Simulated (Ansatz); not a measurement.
# Mg2ZnCd9S6O6: the cost of one run

All numbers below are computed with Ansatz 0.2.0 (DFT PBE, scalar-relativistic, plane waves, PAW).

1 further run of the same task is left out (it didn't finish).

## (1) Starting point

The cell holds 24 atoms (Cd9Mg2O6S6Zn): a = 6.425 Å, b = 8.798 Å, c = 8.798 Å, α = 78.47°, β = 68.58°, γ = 68.58°.

The sites of an ideal wurtzite lattice, at a guessed lattice constant, take 2 Mg, 1 Zn, 9 Cd; 6 O, 6 S (sublattices apart by semicolons), with a shake of 0.02 Å. Warren-Cowley parameters of the first shell (negative: unlike neighbours preferred): Cd-Mg +0.00, Cd-Zn -0.11, Mg-Zn +0.00. In a cell this small the draw can fall short of the order aimed at.

The coordinates stand in the first input below.

## (2) Relaxing on a coarse mesh

A cheap relaxation: coarse mesh, no symmetry, loose thresholds.

Contents of input.yaml:

```yaml
crystal:
  lattice:
    - [5.56444751, 3.21263525, 0.0]
    - [1.0e-08, 6.4252705, 6.0096033]
    - [5.5644475, -3.21263525, 6.0096033]
  atoms:
    - { symbol: O, position: [0.979069016, 0.6882664694, 0.6871062344] }
    - { symbol: O, position: [0.4760311326, 0.5208409625, 0.8557929766] }
    - { symbol: O, position: [0.9003890447, 0.4355948124, 0.439015161] }
    - { symbol: O, position: [0.8878289672, 0.7748143611, 0.1066159899] }
    - { symbol: O, position: [0.392182851, 0.6046996414, 0.2754342774] }
    - { symbol: O, position: [0.3963035168, 0.9387847097, 0.939492504] }
    - { symbol: Mg, position: [0.16653665, 0.8338035337, 0.1624074107] }
    - { symbol: Mg, position: [0.6637440746, 0.0002778007, 0.0023442329] }
    - { symbol: S, position: [0.9692602449, 0.3590442059, 0.0243566364] }
    - { symbol: S, position: [0.9730098878, 0.0221858274, 0.3594336578] }
    - { symbol: S, position: [0.4752498027, 0.8554401052, 0.5217305448] }
    - { symbol: S, position: [0.4793443851, 0.1922461606, 0.1906455997] }
    - { symbol: S, position: [0.8951292201, 0.1047307587, 0.7773699743] }
    - { symbol: S, position: [0.3978094563, 0.2714425059, 0.6040669287] }
    - { symbol: Zn, position: [0.0884674477, 0.585263018, 0.9092668862] }
    - { symbol: Cd, position: [0.1672710172, 0.1633554609, 0.8355271222] }
    - { symbol: Cd, position: [0.1659603369, 0.502830168, 0.5020470847] }
    - { symbol: Cd, position: [0.6660364192, 0.3359510256, 0.6712178188] }
    - { symbol: Cd, position: [0.6650352612, 0.6654271466, 0.3306583096] }
    - { symbol: Cd, position: [0.0781689042, 0.2510012454, 0.2504438981] }
    - { symbol: Cd, position: [0.0909928667, 0.9170255335, 0.5830074524] }
    - { symbol: Cd, position: [0.5821590101, 0.4182984528, 0.0779885659] }
    - { symbol: Cd, position: [0.5919112102, 0.7497815796, 0.7507601188] }
    - { symbol: Cd, position: [0.5811029842, 0.084224498, 0.420898981] }
  symmetry: { detect: false }
basis:
  ecutwfc: 420
kpoints:
  mp_grid: { grid: [2, 2, 2], shift: [0.5, 0.5, 0.5] }
hamiltonian:
  xc: pbe
scf:
  occupations: { method: gaussian, width: 0.1 }
  lower_state_search: "off"
output:
  forces: true
  stress: true
  eigenvalues: true
relax:
  adjacent_minimum: "off"
  f_tol: 0.04
  max_steps: 50
  cell: { stress_tol: 0.3 }
```

Launch:

```sh
$ ansatz run input.yaml --threads 4 --pin off --max-ram 9216MiB --backend cpu --events-out ev --progress --plain --runs-dir out
```

**Question.** How long does this run take on 4 threads of Intel Xeon 6975P-C (Granite Rapids), shared host, and how much memory does it need?

About 51 s, with a peak of 1.8 GiB.
